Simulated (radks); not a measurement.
**Valence configurations of Rh**

Aim: which of several valence configurations of Rh lies lowest at this level, and whether it is the one NIST lists ([Kr] 4d8 5s1).

Program: radks (a radial shooting solver on a logarithmic mesh, Libxc functionals) version 1. Level of theory: Dirac Kohn-Sham, PBEsol, spin-unpolarised, spherical densities, finite nucleus; open shells are shared between the two j in proportion to 2j + 1. These are calculated values, not measurements, unless marked.

**1. Starting point**

| Quantity | Value |
| --- | --- |
| element | rhodium (Z = 45) |
| charge | 0 |
| electrons | 45 |
| configuration | [Kr] 4d8 5s1 |
| nuclear rms radius | 4.4945 fm |
| others tried | 4d7 5s1 5p1; 4d7.5 5s1 5p0.5; 4d7.5 5s1.5; 4d6 5s1 5p2; 4d6.5 5s1 5p1.5; 4d8 5s0.5 5p0.5; 4d6.5 5s2 5p0.5; 4d7 5p2; 4d8 5p1 |

Outer shells as boxes (Hund's rule):

Rh
```
[Kr] core
4d [↑↓][↑↓][↑↓][↑ ][↑ ]
5s [↑ ]
```

**2. [Kr] 4d8 5s1**

Input:

```text
Z 45
configuration [Kr] 4d8 5s1
relativity Dirac
functional pbe_sol,pbe_sol
spin unpolarised
j_filling average
nucleus finite rms 4.4945 fm
c 137.035999084
```

**3. [Kr] 4d7 5s1 5p1**

Input: that of step 2 with these lines changed.

```diff
@@ -1,3 +1,3 @@
 Z 45
-configuration [Kr] 4d8 5s1
+configuration [Kr] 4d7 5s1 5p1
 relativity Dirac
```

**4. [Kr] 4d7.5 5s1 5p0.5**

Input: that of step 3 with these lines changed.

```diff
@@ -1,3 +1,3 @@
 Z 45
-configuration [Kr] 4d7 5s1 5p1
+configuration [Kr] 4d7.5 5s1 5p0.5
 relativity Dirac
```

**5. [Kr] 4d7.5 5s1.5**

Input: that of step 4 with these lines changed.

```diff
@@ -1,3 +1,3 @@
 Z 45
-configuration [Kr] 4d7.5 5s1 5p0.5
+configuration [Kr] 4d7.5 5s1.5
 relativity Dirac
```

**6. [Kr] 4d6 5s1 5p2**

Input: that of step 5 with these lines changed.

```diff
@@ -1,3 +1,3 @@
 Z 45
-configuration [Kr] 4d7.5 5s1.5
+configuration [Kr] 4d6 5s1 5p2
 relativity Dirac
```

**7. [Kr] 4d6.5 5s1 5p1.5**

Input: that of step 6 with these lines changed.

```diff
@@ -1,3 +1,3 @@
 Z 45
-configuration [Kr] 4d6 5s1 5p2
+configuration [Kr] 4d6.5 5s1 5p1.5
 relativity Dirac
```

**8. [Kr] 4d8 5s0.5 5p0.5**

Input: that of step 7 with these lines changed.

```diff
@@ -1,3 +1,3 @@
 Z 45
-configuration [Kr] 4d6.5 5s1 5p1.5
+configuration [Kr] 4d8 5s0.5 5p0.5
 relativity Dirac
```

**9. [Kr] 4d6.5 5s2 5p0.5**

Input: that of step 8 with these lines changed.

```diff
@@ -1,3 +1,3 @@
 Z 45
-configuration [Kr] 4d8 5s0.5 5p0.5
+configuration [Kr] 4d6.5 5s2 5p0.5
 relativity Dirac
```

**10. [Kr] 4d7 5p2**

Input: that of step 9 with these lines changed.

```diff
@@ -1,3 +1,3 @@
 Z 45
-configuration [Kr] 4d6.5 5s2 5p0.5
+configuration [Kr] 4d7 5p2
 relativity Dirac
```

**11. [Kr] 4d8 5p1**

Input: that of step 10 with these lines changed.

```diff
@@ -1,3 +1,3 @@
 Z 45
-configuration [Kr] 4d7 5p2
+configuration [Kr] 4d8 5p1
 relativity Dirac
```

Before running it: what results should come out? Wanted: for each run, valence; E − E(NIST configuration); highest level; its energy; 1s shift.

**Answer**, as computed:

```csv
valence,E − E(NIST configuration) (eV),highest level,its energy (eV),1s shift (eV)
4d8 5s1,0.000,5s1/2,-4.326,+0.00
4d7.5 5s1.5,1.015,5s1/2,-4.840,-1.79
4d8 5s0.5 5p0.5,1.796,5p3/2,-1.252,-0.91
4d7.5 5s1 5p0.5,2.945,5p3/2,-1.455,-2.67
4d8 5p1,3.661,5p3/2,-1.662,-1.73
4d6.5 5s2 5p0.5,6.548,5p3/2,-1.890,-6.61
4d7 5s1 5p1,6.644,5p3/2,-2.041,-5.36
4d7 5p2,11.063,5p3/2,-2.679,-6.81
4d6.5 5s1 5p1.5,11.116,5p3/2,-2.572,-8.13
4d6 5s1 5p2,16.383,5p3/2,-3.069,-10.96
```

In words: Theory agrees with NIST among these: the next, 4d7.5 5s1.5, lies 1.015 eV higher. The energies are those of spherical spin-averaged densities, not of single terms. The 1s eigenvalue shifts by up to 10.96 eV as the valence charge is rearranged.
